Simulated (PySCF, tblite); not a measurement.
**C₆H₁₁BFN: geometry, infrared bands and NMR shifts**

Aim: predict the infrared bands and NMR shifts of C₆H₁₁BFN (`C=C(BN)[C@H](F)C1CC1`).

The runs use tblite 0.8.0 and PySCF 2.14.0, with density-fitted response routines of our own; the level of theory stands in each step. All values are computed, except where a source is named. Atoms are numbered from 0 throughout.

### 1 The molecule as given

20 atoms, charge 0, multiplicity 1; geometry from: force field or distance geometry start.

Bonds of the start (Å): C0–C1 1.36, C1–B2 1.59, B2–N3 1.54, C1–C4 1.47, C4–F5 1.39, C4–C6 1.49, C6–C7 1.49, C7–C8 1.53, C8–C6 1.51, C0–H9 1.07, C0–H10 1.09, B2–H11 1.19, N3–H12 1.03, N3–H13 1.05, C4–H14 1.12, C6–H15 1.10, C7–H16 1.13, C7–H17 1.09, C8–H18 1.11, C8–H19 1.12.

### 2 Geometry optimisation with GFN2-xTB

The job: settings as JSON, then the geometry in Å.

```
{"job": {"kind": "relax", "xc": "GFN2-xTB", "basis": "xTB"}, "charge": 0, "multiplicity": 1}
C      1.777300    -1.564200    -0.749000
C      0.922000    -0.764400    -0.059000
B      1.600000     0.563900     0.479900
N      2.393500     1.308600    -0.604300
C     -0.481100    -1.119700     0.207300
F     -0.742100    -2.344100    -0.394800
C     -1.503800    -0.154200    -0.297700
C     -1.572300     1.258300     0.157000
C     -2.635700     0.258400     0.608500
H      2.772300    -1.172400    -0.845400
H      1.441800    -2.509500    -1.167900
H      2.149500     0.425300     1.524300
H      2.165300     2.315000    -0.588700
H      3.405800     1.141700    -0.387200
H     -0.673400    -1.279600     1.301800
H     -1.827900    -0.308600    -1.340900
H     -1.949500     1.977500    -0.623900
H     -0.983600     1.649600     0.983800
H     -2.633300    -0.050000     1.678900
H     -3.630100     0.379100     0.114100
```

Launch:

```sh
OMP_NUM_THREADS=1 python probes_run.py task.json out
```

One launch serves the whole session: the jobs run in the order shown.

**Question.** This job is followed by: GFN2-xTB harmonic vibrations, gas phase; GIAO PBE0/pcSseg-1 NMR shielding, non-relativistic, gas phase. What will the session give for the following? strongest single infrared mode (GFN2-xTB); zero-point energy (GFN2-xTB); 13C shifts against TMS (PBE0/pcSseg-1); 1H shifts against TMS (PBE0/pcSseg-1, means over atoms taken as alike); 11B shifts against BF3·OEt2 (PBE0/pcSseg-1); 15N shifts against NH3 (PBE0/pcSseg-1); 19F shifts against CFCl3 (PBE0/pcSseg-1).

**Answer**, as computed:

| quantity | value |
| --- | --- |
| strongest single infrared mode (GFN2-xTB) | 639 cm⁻¹, 168 km/mol |
| zero-point energy (GFN2-xTB) | 101.6 kcal/mol |
| 13C shifts against TMS (PBE0/pcSseg-1) | 164.3, 124.0, 104.5, 21.4, 7.9, 2.3 ppm |
| 1H shifts against TMS (PBE0/pcSseg-1, means over atoms taken as alike) | 6.18, 5.77, 4.78, 4.47, 4.33, 0.75, 0.63, 0.47, 0.32, 0.18 ppm |
| 11B shifts against BF3·OEt2 (PBE0/pcSseg-1) | 34.2 ppm |
| 15N shifts against NH3 (PBE0/pcSseg-1) | 110.2 ppm |
| 19F shifts against CFCl3 (PBE0/pcSseg-1) | -204.1 ppm |

What this shows: Over 118 steps the energy fell by 2.025 eV; of the close pairs, B2–N3 changed most, 1.536 to 1.379 Å. No mode is imaginary among the 54: a minimum at this level. The strongest single mode, at 639 cm⁻¹, has its largest shares on H12, B2, N3 and C1 (the list is cut at 4 atoms). GFN2-xTB is a fitted tight-binding method: band positions and strengths are rough. Its intensities can rank the bands wrongly. At PBE0/pcSseg-1: The widest tensor belongs to C1: span 247 ppm, with a paramagnetic part of -240 ppm.
